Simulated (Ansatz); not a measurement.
**Pd: further runs on the relaxed cell**

One table from this session's results is given with a row withheld; the runs are named, their logs left out.

Computed with Ansatz 0.2.0 (DFT PBEsol, scalar-relativistic, plane waves, PAW, unless a step's input says otherwise).

1 further run of the same task is left out (set aside as unsound or not needed).

## The system as given

It takes space group Fm-3m (No. 225, cubic). The conventional cell has a = 3.875 Å, b = 3.875 Å, c = 3.875 Å, α = 90.00°, β = 90.00°, γ = 90.00°. Pd (site symmetry m-3m) has 12 Pd at 2.74 Å as nearest neighbours.

Structure file:

```
CELL_PARAMETERS angstrom
0.00000 1.93749 1.93749
1.93749 0.00000 1.93749
1.93749 1.93749 0.00000
ATOMIC_POSITIONS crystal
Pd 0.00000 0.00000 0.00000
```

This cell was relaxed beforehand with the same method: volume 14.55 Å³/atom, gap on the mesh none (metal).

The first run:

input.yaml reads:

```yaml
crystal:
  lattice:
    - [0.0, 1.9374878876, 1.9374878876]
    - [1.9374878876, 0.0, 1.9374878876]
    - [1.9374878876, 1.9374878876, 0.0]
  atoms:
    - { symbol: Pd, position: [0.0, 0.0, 0.0] }
basis:
  ecutwfc: 420
kpoints:
  mp_grid: { grid: [18, 18, 18] }
  band_path:
    path:
      - [[0.0, 0.0, 0.0], [0.5, 0.0, 0.5], [0.625, 0.25, 0.625]]
      - [[0.375, 0.375, 0.75], [0.0, 0.0, 0.0], [0.5, 0.5, 0.5], [0.5, 0.25, 0.75], [0.5, 0.0, 0.5]]
    npoints: 14
hamiltonian:
  xc: pbesol
scf:
  occupations: { method: gaussian, width: 0.1 }
  n_extra_bands: 6
output:
  forces: true
  stress: true
  eigenvalues: true
  populations: true
  dos: { projected: true, de: 0.02, nscf_kmesh: { grid: [27, 27, 27] } }
  bader: true
  write_density: true
  write_potential: true
  elf: true
  volumetric_format: npy
```

On the command line:

```bash
$ ansatz run input.yaml --threads 1 --pin off --max-ram 2560MiB --backend cpu --events-out ev --progress --plain --runs-dir out
```

Steps of the session up to this table: Bands, states and charges; Back to the database's cell; Volume × 0.97; Volume × 1.03; Volume × 0.94; The cell scaled to 1.06 of its volume; Point at V/V0 = 0.91; Point at V/V0 = 1.10; Volume × 0.88.

One of the session's tables, all rows but one given; the rest of the session is left out.

It belongs to the step «Fit of the equation of state». 

| volume (Å³/atom) | energy above the lowest point (meV/atom) | pressure (GPa) |
| --- | --- | --- |
| 12.801 | 174.8 | 36.92 |
| 13.237 | 91.4 | 24.91 |
| 13.673 | 37.7 | 14.98 |
| 14.110 | 8.7 | 6.78 |
| 14.546 | 0.0 | 0.01 |
| 14.982 | 8.1 | -5.58 |
| 15.419 | ? | ? |
| 16.001 | 76.4 | -15.02 |

**Question.** Estimate the row for volume (Å³/atom) = 15.419.

Worked estimate for «energy above the lowest point (meV/atom)». A straight line through the neighbours (14.982, 8.1) and (16.001, 76.4) gives 8.1 + (76.4 − 8.1) × (15.419 − 14.982) / (16.001 − 14.982) = 37.4; a parabola fitted to 3 rows on both sides gives 28.9.

As computed: energy above the lowest point (meV/atom): 30.0; pressure (GPa): -10.16. In «energy above the lowest point (meV/atom)» the line misses by +7.4 and the parabola by -1.1.
